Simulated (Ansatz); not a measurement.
# CH10N2OSi2: the cost of one run

All numbers below are computed with Ansatz 0.2.0 (RKS PBE0/6-31G).

### 1 The starting structure

Bond lengths (14 of 15 bonds, heavy atoms first): N1–C2 1.527 Å, C2–Si3 1.888 Å, Si3–O4 1.611 Å, Si3–Si5 2.318 Å, Si5–N6 1.701 Å, N1–H7 1.003 Å, N1–H8 0.979 Å, C2–H9 1.131 Å, C2–H10 1.075 Å, Si3–H11 1.527 Å, O4–H12 0.996 Å, Si5–H13 1.497 Å, Si5–H14 1.478 Å, N6–H15 0.994 Å. Angles (14 of 25 angles, heavy atoms first): N1–C2–Si3 111.9°, C2–Si3–O4 110.3°, C2–Si3–Si5 107.6°, O4–Si3–Si5 112.9°, Si3–Si5–N6 111.4°, N1–C2–H9 108.7°, N1–C2–H10 110.4°, Si3–C2–H9 109.1°, Si3–C2–H10 108.7°, C2–N1–H7 106.6°, C2–N1–H8 109.5°, C2–Si3–H11 108.5°, O4–Si3–H11 107.1°, Si5–Si3–H11 110.4°.

As a file:

```xyz
16

N     2.4958   -1.0721   -1.2726
C     1.5817    0.0475   -0.7790
Si    0.3290   -0.5749    0.4889
O    -0.4220   -1.8884   -0.0644
Si   -1.1255    1.1703    0.9516
N    -2.5773    1.0141    0.0796
H     1.8981   -1.7860   -1.6468
H     3.0226   -1.4185   -0.5242
H     2.2182    0.8534   -0.3059
H     1.0497    0.4883   -1.6024
H     1.0828   -0.9882    1.7509
H    -1.1295   -1.7001   -0.7399
H    -1.6004    1.1995    2.3709
H    -0.5844    2.5057    0.6240
H    -3.1312    1.8320    0.1896
H    -3.1304    0.2948    0.5240
```

### 2 Relaxing end A

input.yaml reads:

```yaml
crystal:
  periodic: [false, false, false]
  atoms:
    - { symbol: "N", position_ang: [2.4958, -1.0721, -1.2726] }
    - { symbol: C, position_ang: [1.5817, 0.0475, -0.779] }
    - { symbol: Si, position_ang: [0.329, -0.5749, 0.4889] }
    - { symbol: O, position_ang: [-0.422, -1.8884, -0.0644] }
    - { symbol: Si, position_ang: [-1.1255, 1.1703, 0.9516] }
    - { symbol: "N", position_ang: [-2.5773, 1.0141, 0.0796] }
    - { symbol: H, position_ang: [1.8981, -1.786, -1.6468] }
    - { symbol: H, position_ang: [3.0226, -1.4185, -0.5242] }
    - { symbol: H, position_ang: [2.2182, 0.8534, -0.3059] }
    - { symbol: H, position_ang: [1.0497, 0.4883, -1.6024] }
    - { symbol: H, position_ang: [1.0828, -0.9882, 1.7509] }
    - { symbol: H, position_ang: [-1.1295, -1.7001, -0.7399] }
    - { symbol: H, position_ang: [-1.6004, 1.1995, 2.3709] }
    - { symbol: H, position_ang: [-0.5844, 2.5057, 0.624] }
    - { symbol: H, position_ang: [-3.1312, 1.832, 0.1896] }
    - { symbol: H, position_ang: [-3.1304, 0.2948, 0.524] }
basis:
  gaussian: { orbitals: "6-31G" }
hamiltonian:
  xc: pbe0
relax:
  f_tol: 0.02
  max_steps: 50
```

The run is started by

```console
> ansatz run input.yaml --threads 2 --pin off --max-ram 3072MiB --backend cpu --events-out ev --progress --plain --runs-dir out
```

Q: Estimate wall time and peak memory on 2 threads of Arm Neoverse V1, shared host.

About 83 s, with a peak of 0.21 GiB.
